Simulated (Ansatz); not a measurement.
# C2H6LiN: the cost of one run

Program: Ansatz 0.2.0. Level of theory: RKS B3LYP-D4/def2-SVP. These are calculated values, not measurements.

**1. The system as given**

Bond lengths: Li1–C2 1.956 Å, C2–C3 1.538 Å, C2–N4 1.493 Å, C2–H5 1.105 Å, C3–H6 1.094 Å, C3–H7 1.094 Å, C3–H8 1.094 Å, N4–H9 1.014 Å, N4–H10 1.017 Å. Angles (14 of 15 angles, heavy atoms first): Li1–C2–C3 97.2°, Li1–C2–N4 125.1°, C3–C2–N4 105.8°, Li1–C2–H5 118.6°, C3–C2–H5 105.2°, N4–C2–H5 102.6°, C2–C3–H6 111.6°, C2–C3–H7 110.6°, C2–C3–H8 110.4°, C2–N4–H9 109.7°, C2–N4–H10 110.4°, H6–C3–H7 107.2°, H6–C3–H8 108.6°, H7–C3–H8 108.3°.

Coordinates:

```xyz
10

Li   -2.1671    0.0578    0.3872
C    -0.3732    0.2781   -0.3620
C     0.1741   -1.1019    0.0413
N     0.6377    1.2701    0.1097
H    -0.2611    0.3235   -1.4608
H     0.1528   -1.2430    1.1261
H     1.2144   -1.2120   -0.2794
H    -0.4155   -1.8964   -0.4254
H     0.4143    2.1876   -0.2606
H     0.6236    1.3363    1.1240
```

**2. Relaxing end A**

Input file input.yaml:

```yaml
crystal:
  periodic: [false, false, false]
  atoms:
    - { symbol: Li, position_ang: [-2.16706, 0.05785, 0.38724] }
    - { symbol: C, position_ang: [-0.37319, 0.27806, -0.362] }
    - { symbol: C, position_ang: [0.17408, -1.10192, 0.04125] }
    - { symbol: "N", position_ang: [0.63771, 1.27006, 0.10969] }
    - { symbol: H, position_ang: [-0.26115, 0.32348, -1.46079] }
    - { symbol: H, position_ang: [0.15279, -1.24296, 1.12614] }
    - { symbol: H, position_ang: [1.21438, -1.21203, -0.27944] }
    - { symbol: H, position_ang: [-0.41554, -1.8964, -0.42541] }
    - { symbol: H, position_ang: [0.41434, 2.18757, -0.26062] }
    - { symbol: H, position_ang: [0.62364, 1.33629, 1.12395] }
basis:
  gaussian: { orbitals: def2-SVP }
hamiltonian:
  xc: b3lyp
  dispersion: d4
relax:
  f_tol: 0.015
  max_steps: 40
```

Run with:

```sh
$ ansatz run input.yaml --threads 1 --pin off --max-ram 2048MiB --backend cpu --events-out ev --progress --plain --runs-dir out
```

What time and memory should one allow on 1 thread of Intel Xeon Platinum 8375C at 2.90GHz (Ice Lake), shared host?

About 22 s, with a peak of 0.17 GiB.
